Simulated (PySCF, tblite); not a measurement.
# C8H4F2O2: geometry, infrared bands and NMR shifts

Aim: predict the infrared bands and NMR shifts of C8H4F2O2 (`O=C(F)c1ccc(C(=O)F)cc1`).

Programs: tblite 0.8.0 and PySCF 2.14.0, with density-fitted response routines of our own. Each step states its level of theory. These are calculated values for one molecule in the gas phase, unless marked as measured. Atoms are numbered from 0 throughout.

## Step 1: Starting geometry

16 atoms, charge 0, multiplicity 1; geometry from: force field or distance geometry start.

Bonds of the start (Å): O0–C1 1.23, C1–F2 1.35, C1–C3 1.47, C3–C4 1.40, C4–C5 1.40, C5–C6 1.40, C6–C7 1.47, C7–O8 1.21, C7–F9 1.35, C6–C10 1.40, C10–C11 1.40, C11–C3 1.40, C4–H12 1.09, C5–H13 1.08, C10–H14 1.08, C11–H15 1.08.

## Step 2: Relaxing the molecule with GFN2-xTB

The job: settings as JSON, then the geometry in Å.

```
{"job": {"kind": "relax", "xc": "GFN2-xTB", "basis": "xTB"}, "charge": 0, "multiplicity": 1}
O      3.538700    -0.619000    -0.911500
C      2.858500     0.100500    -0.188400
F      3.520300     0.976400     0.595800
C      1.389700     0.053600    -0.096600
C      0.719500     0.907400     0.793600
C     -0.678500     0.861600     0.869600
C     -1.390800    -0.043400     0.080800
C     -2.858100    -0.091700     0.179400
O     -3.526100     0.612500     0.908300
F     -3.516300    -0.981500    -0.591500
C     -0.724600    -0.911300    -0.791400
C      0.668700    -0.865800    -0.874100
H      1.267300     1.619000     1.411200
H     -1.192400     1.532600     1.549600
H     -1.276700    -1.609400    -1.402600
H      1.193000    -1.532600    -1.543600
```

Run with:

```bash
> OMP_NUM_THREADS=1 python probes_run.py task.json out
```

This one command runs all jobs of the session in turn.

**Question.** This job is followed by: GFN2-xTB harmonic vibrations, gas phase; GIAO PBE0/pcSseg-1 NMR shielding, non-relativistic, gas phase. What will the session give for the following? strongest single infrared mode (GFN2-xTB); zero-point energy (GFN2-xTB); 13C shifts against TMS (PBE0/pcSseg-1, means over atoms taken as alike); 1H shifts against TMS (PBE0/pcSseg-1, means over atoms taken as alike); 17O shifts against H2O (PBE0/pcSseg-1, means over atoms taken as alike); 19F shifts against CFCl3 (PBE0/pcSseg-1, means over atoms taken as alike).

The runs gave:

```
                                                                 quantity                    value
                                strongest single infrared mode (GFN2-xTB)   1826 cm⁻¹, 1043 km/mol
                                             zero-point energy (GFN2-xTB)            62.8 kcal/mol
  13C shifts against TMS (PBE0/pcSseg-1, means over atoms taken as alike)  164.8, 139.5, 135.8 ppm
   1H shifts against TMS (PBE0/pcSseg-1, means over atoms taken as alike)                 8.67 ppm
  17O shifts against H2O (PBE0/pcSseg-1, means over atoms taken as alike)                442.6 ppm
19F shifts against CFCl3 (PBE0/pcSseg-1, means over atoms taken as alike)                 21.5 ppm
```

The optimisation took 22 steps and gained 0.208 eV; among the close pairs (by a distance rule), O0–C1 changed most, from 1.226 to 1.183 Å. No mode is imaginary among the 42: a minimum at this level. The strongest single mode, at 1826 cm⁻¹, is carried by C7, C1, O8, O0. GFN2-xTB is a fitted tight-binding method: band positions and strengths are rough. Its intensities can rank the bands wrongly. At PBE0/pcSseg-1: The widest tensor belongs to O0, O8: span 633 ppm, with a paramagnetic part of -508 ppm. NICS(1)zz of -27 ppm above the planar ring from C3 marks a diatropic (aromatic) ring current.
